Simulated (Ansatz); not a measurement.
# Hf2Pd2Se2Br2O3 (P1) in Ansatz: convergence with wavefunction cutoff

Aim: find how far wavefunction cutoff must go before the results for Hf2Pd2Se2Br2O3 settle, at PBE. This setting moves, with any that are tied to it; all else stays.

Everything below comes from runs of Ansatz 0.2.0. Logs are shortened: lines on timing, memory, paths and dates and some standing lists are left out, and cuts for length are marked.

**1. The crystal as given**

The typed cell holds 11 atoms: a = 5.761 Å, b = 5.870 Å, c = 6.872 Å, α = 96.27°, β = 102.51°, γ = 95.11°.

The cell was built by a generator and needn't be a form met in nature.

**2. With wavefunction cutoff 200 eV**

File input.yaml:

```yaml
crystal:
  lattice:
    - [5.7607, 0.0, 0.0]
    - [-0.52247, 5.8472, 0.0]
    - [-1.48845, -0.88663, 6.65037]
  atoms:
    - { symbol: Hf, position: [0.7454, 0.39602, 0.34989] }
    - { symbol: Hf, position: [0.28763, 0.45322, 0.59401] }
    - { symbol: Pd, position: [0.90854, 0.13294, 0.84849] }
    - { symbol: Pd, position: [0.25249, 0.90323, 0.35874] }
    - { symbol: Se, position: [0.63469, 0.40355, 0.93716] }
    - { symbol: Se, position: [0.62597, 0.78174, 0.53023] }
    - { symbol: Br, position: [0.85273, 0.99089, 0.15355] }
    - { symbol: Br, position: [0.22526, 0.82084, 0.86223] }
    - { symbol: O, position: [0.9604, 0.28925, 0.59026] }
    - { symbol: O, position: [0.43233, 0.24524, 0.40864] }
    - { symbol: O, position: [0.07457, 0.58308, 0.36682] }
hamiltonian:
  xc: pbe
  pseudopotentials: { kind: paw }
kpoints:
  mp_grid: { grid: [3, 3, 3] }
scf:
  occupations: { method: fermi_dirac, width: 0.05 }
output:
  forces: true
  stress: true
  eigenvalues: true
basis:
  ecutwfc: "200 eV"
```

Potentials or basis: Ansatz PAW.

Started as:

```bash
ansatz run input.yaml --threads 8 --pin off --max-ram 20480MiB --backend cpu --events-out ev --progress --plain --runs-dir out
```

Standard output:

```text
Warning: basis.ecutwfc = 200 eV is below the records' recommended 420 eV, and the density's cutoff is lower with it unless basis.ecutrho_ratio is high enough to keep the records' density cutoff: compare with a run at a higher cutoff
Warning: RAYON_NUM_THREADS=8 ignored (pool sized by the plan → 8); use --threads N
[... 89 lines left out ...]
  k-point 1: bands = ["-77.4399", "-77.2679", "-55.0554", "-54.8609", "-42.5360", "-42.4805", "-42.3273", "-42.2732", "-41.5818", "-41.4846", "-40.8184", "-40.7806", "-40.7683", "-40.6686", "-40.6587", "-40.6344", "-40.5962", "-40.5599", "-40.4357", "-40.4248", "-23.0973", "-22.9178", "-22.9071", "-22.7777", "-22.7533", "-22.6697", "-10.6024", "-10.2485", "-10.0164", "-8.8237", "-8.8180", "-8.8136", "-8.7966", "-8.7897", "-8.7349", "-8.7103", "-8.6076", "-8.5951", "-8.5665", "-8.5559", "-8.5184", "-8.5136", "-8.4592", "-6.0914", "-4.6066", "-3.0773", "-2.6872", "2.6588", "3.3402", "3.7850", "3.9929", "4.3505", "4.4416", "4.7578", "4.8512", "4.9101", "5.1924", "5.4298", "5.5845", "5.7812", "6.3533", "6.4217", "6.5234", "6.8144", "7.0046", "7.2471", "7.4233", "7.5484", "7.7495", "7.9031", "8.0812", "8.1757", "8.3491", "8.7195", "8.8422", "9.0866", "9.5003", "10.1219", "12.0371", "12.3346", "12.6188", "12.8116", "12.8943", "13.0153", "13.6343", "14.0206", "14.5636", "14.9168"]
  k-point 2: bands = ["-77.4397", "-77.2675", "-55.0544", "-54.8603", "-42.5401", "-42.4618", "-42.3295", "-42.2667", "-41.5796", "-41.4755", "-40.8106", "-40.7780", "-40.7600", "-40.6725", "-40.6566", "-40.6290", "-40.6043", "-40.5554", "-40.4335", "-40.4186", "-23.1025", "-22.9142", "-22.9048", "-22.7740", "-22.7508", "-22.6588", "-10.5397", "-10.2442", "-10.0746", "-8.8212", "-8.8190", "-8.8027", "-8.7982", "-8.7899", "-8.7319", "-8.7146", "-8.5984", "-8.5904", "-8.5686", "-8.5426", "-8.5364", "-8.4979", "-8.4562", "-6.0697", "-4.5965", "-3.1025", "-2.7256", "2.9172", "3.4381", "3.8071", "4.0946", "4.1654", "4.4406", "4.5366", "4.7267", "5.1501", "5.3179", "5.4343", "5.7175", "5.8205", "6.1035", "6.4035", "6.4946", "6.7185", "7.0638", "7.1324", "7.4303", "7.6580", "7.7163", "7.8453", "7.9826", "8.0883", "8.2678", "8.5168", "8.8800", "9.0087", "9.9952", "10.4302", "11.8441", "12.4293", "12.5380", "12.5988", "12.9877", "13.1530", "13.5289", "13.9501", "14.6194", "14.9098"]
  k-point 13: bands = ["-77.4391", "-77.2668", "-55.0515", "-54.8572", "-42.5078", "-42.4484", "-42.3106", "-42.2520", "-41.5774", "-41.4634", "-40.8047", "-40.7848", "-40.7447", "-40.6695", "-40.6497", "-40.6363", "-40.5923", "-40.5376", "-40.4286", "-40.4088", "-23.0663", "-22.9368", "-22.9016", "-22.7720", "-22.7263", "-22.6741", "-10.4910", "-10.2667", "-10.0889", "-8.8205", "-8.8179", "-8.7997", "-8.7943", "-8.7830", "-8.7311", "-8.6939", "-8.6002", "-8.5870", "-8.5706", "-8.5425", "-8.5266", "-8.4726", "-8.4472", "-6.0518", "-4.5880", "-3.1181", "-2.7417", "2.7038", "3.4689", "3.6227", "4.0530", "4.2834", "4.4036", "4.5919", "4.8948", "5.0144", "5.3726", "5.4409", "5.6810", "5.9924", "6.1567", "6.5348", "6.7215", "6.8072", "7.0136", "7.2130", "7.3641", "7.5332", "7.6994", "7.8200", "8.0184", "8.1373", "8.4655", "8.5745", "8.8869", "9.1791", "10.0627", "10.2648", "11.7905", "12.1103", "12.3666", "12.8820", "12.9654", "13.3715", "13.7507", "14.3489", "14.6838", "14.9991"]
```

It took 2.4 s on 8 threads of Arm Neoverse V1, shared host; peak memory 0.56 GiB.

What came out:

| Quantity | Value |
| --- | --- |
| Free energy | -63542.2167 eV |
| Pressure | -1.7 GPa |
| Largest force | 0.592 eV/Å |
| Band gap on the k mesh | 0.27 eV, indirect (least direct gap 0.41 eV) |

**3. With wavefunction cutoff 250 eV**

input.yaml, as its differences from that of step 2:

```diff
@@ -29,2 +29,2 @@
 basis:
-  ecutwfc: "200 eV"
+  ecutwfc: "250 eV"
```

Potentials or basis: Ansatz PAW.

Started as:

```bash
ansatz run input.yaml --threads 8 --pin off --max-ram 20480MiB --backend cpu --events-out ev --progress --plain --runs-dir out
```

Wall time 2.9 s (8 threads of Arm Neoverse V1, shared host); peak memory 0.62 GiB.

What came out:

* Free energy: -63590.9717 eV
* Pressure: 0.1 GPa
* Largest force: 0.606 eV/Å
* Band gap on the k mesh: 0.33 eV, indirect (least direct gap 0.47 eV)

**4. With wavefunction cutoff 300 eV**

input.yaml, as its differences from that of step 3:

```diff
@@ -29,2 +29,2 @@
 basis:
-  ecutwfc: "250 eV"
+  ecutwfc: "300 eV"
```

Started as:

```bash
ansatz run input.yaml --threads 8 --pin off --max-ram 20480MiB --backend cpu --events-out ev --progress --plain --runs-dir out
```

Wall time 3.8 s (8 threads of Arm Neoverse V1, shared host); peak memory 0.73 GiB.

Results:

```
Free energy            : -63601.2175 eV
Pressure               : 0.0 GPa
Largest force          : 0.059 eV/Å
Band gap on the k mesh : 0.34 eV, indirect (least direct gap 0.49 eV)
```

**5. With wavefunction cutoff 350 eV**

input.yaml, as its differences from that of step 4:

```diff
@@ -29,2 +29,2 @@
 basis:
-  ecutwfc: "300 eV"
+  ecutwfc: "350 eV"
```

Started as:

```bash
ansatz run input.yaml --threads 8 --pin off --max-ram 20480MiB --backend cpu --events-out ev --progress --plain --runs-dir out
```

It took 4.2 s on 8 threads of Arm Neoverse V1, shared host; peak memory 0.86 GiB.

What came out:

```yaml
Free_energy: -63602.9473 eV
Pressure: 0.0 GPa
Largest_force: 0.050 eV/Å
Band_gap_on_the_k_mesh: 0.34 eV, indirect (least direct gap 0.49 eV)
```

**6. With wavefunction cutoff 400 eV**

input.yaml, as its differences from that of step 5:

```diff
@@ -29,2 +29,2 @@
 basis:
-  ecutwfc: "350 eV"
+  ecutwfc: "400 eV"
```

Potentials or basis: Ansatz PAW.

Started as:

```bash
ansatz run input.yaml --threads 8 --pin off --max-ram 20480MiB --backend cpu --events-out ev --progress --plain --runs-dir out
```

It took 4.5 s on 8 threads of Arm Neoverse V1, shared host; peak memory 1 GiB.

Results (log left out):

```yaml
Free_energy: -63603.2142 eV
Pressure: 0.0 GPa
Largest_force: 0.019 eV/Å
Band_gap_on_the_k_mesh: 0.34 eV, indirect (least direct gap 0.49 eV)
```

**7. With wavefunction cutoff 450 eV**

input.yaml, as its differences from that of step 6:

```diff
@@ -29,2 +29,2 @@
 basis:
-  ecutwfc: "400 eV"
+  ecutwfc: "450 eV"
```

Started as:

```bash
ansatz run input.yaml --threads 8 --pin off --max-ram 20480MiB --backend cpu --events-out ev --progress --plain --runs-dir out
```

Wall time 5.2 s (8 threads of Arm Neoverse V1, shared host); peak memory 1.2 GiB.

It converged, with:

```yaml
Free_energy: -63603.2612 eV
Pressure: 0.0 GPa
Largest_force: 0.018 eV/Å
Band_gap_on_the_k_mesh: 0.35 eV, indirect (least direct gap 0.50 eV)
```

**8. With wavefunction cutoff 500 eV**

input.yaml, as its differences from that of step 7:

```diff
@@ -29,2 +29,2 @@
 basis:
-  ecutwfc: "450 eV"
+  ecutwfc: "500 eV"
```

Started as:

```bash
ansatz run input.yaml --threads 8 --pin off --max-ram 20480MiB --backend cpu --events-out ev --progress --plain --runs-dir out
```

It took 6.3 s on 8 threads of Arm Neoverse V1, shared host; peak memory 1.3 GiB.

Results (log left out):

```yaml
Free_energy: -63603.2703 eV
Pressure: 0.0 GPa
Largest_force: 0.018 eV/Å
Band_gap_on_the_k_mesh: 0.35 eV, indirect (least direct gap 0.50 eV)
```

**9. With wavefunction cutoff 600 eV**

input.yaml, as its differences from that of step 8:

```diff
@@ -29,2 +29,2 @@
 basis:
-  ecutwfc: "500 eV"
+  ecutwfc: "600 eV"
```

Potentials or basis: Ansatz PAW.

Started as:

```bash
ansatz run input.yaml --threads 8 --pin off --max-ram 20480MiB --backend cpu --events-out ev --progress --plain --runs-dir out
```

It took 7.7 s on 8 threads of Arm Neoverse V1, shared host; peak memory 1.6 GiB.

Results (log left out):

```
Free energy            : -63603.2755 eV
Pressure               : 0.0 GPa
Largest force          : 0.018 eV/Å
Band gap on the k mesh : 0.35 eV, indirect (least direct gap 0.50 eV)
```

**10. With wavefunction cutoff 800 eV**

input.yaml, as its differences from that of step 9:

```diff
@@ -29,2 +29,2 @@
 basis:
-  ecutwfc: "600 eV"
+  ecutwfc: "800 eV"
```

Started as:

```bash
ansatz run input.yaml --threads 8 --pin off --max-ram 20480MiB --backend cpu --events-out ev --progress --plain --runs-dir out
```

Run time: 12 s. Hardware: 8 threads of Arm Neoverse V1, shared host; peak memory 2.3 GiB.

Results (log left out):

- Free energy: -63603.2790 eV
- Pressure: 0.0 GPa
- Largest force: 0.018 eV/Å
- Band gap on the k mesh: 0.35 eV, indirect (least direct gap 0.50 eV)

**11. The series at a glance**

| wavefunction cutoff | energy less the tightest run, at zero smearing (meV/atom) | pressure (GPa) | largest force (eV/Å) | gap on the mesh (eV) | SCF cycles | CPU time (s) | peak memory (GiB) |
| --- | --- | --- | --- | --- | --- | --- | --- |
| 200 eV | 5551.28 | -1.65 | 0.592 | 0.274 | 10 | 17 | 0.56 |
| 250 eV | 1118.87 | 0.09 | 0.606 | 0.332 | 11 | 22 | 0.62 |
| 300 eV | 187.42 | 0.02 | 0.059 | 0.339 | 11 | 28 | 0.73 |
| 350 eV | 30.16 | -0.01 | 0.050 | 0.342 | 10 | 32 | 0.86 |
| 400 eV | 5.90 | 0.00 | 0.019 | 0.345 | 10 | 33 | 1 |
| 450 eV | 1.63 | 0.01 | 0.018 | 0.346 | 10 | 40 | 1.2 |
| 500 eV | 0.79 | 0.01 | 0.018 | 0.346 | 10 | 48 | 1.3 |
| 600 eV | 0.33 | 0.01 | 0.018 | 0.346 | 10 | 59 | 1.6 |
| 800 eV | 0.00 | 0.00 | 0.018 | 0.346 | 10 | 91 | 2.3 |

Against the tightest run, the energy stays within 1 meV/atom from 500 eV on; the pressure stays within 0.1 GPa from 250 eV on; the largest force stays within 0.005 eV/Å from 400 eV on; the gap on the mesh stays within 0.01 eV from 300 eV on. The tightest run that finished is the yardstick and may itself not be fully converged.

Caveats: odd divisions of the mesh miss points on the zone boundary, where band edges often lie, so the gap on the mesh can be too wide; spin-orbit coupling is left out, which moves the levels of the heavy elements.
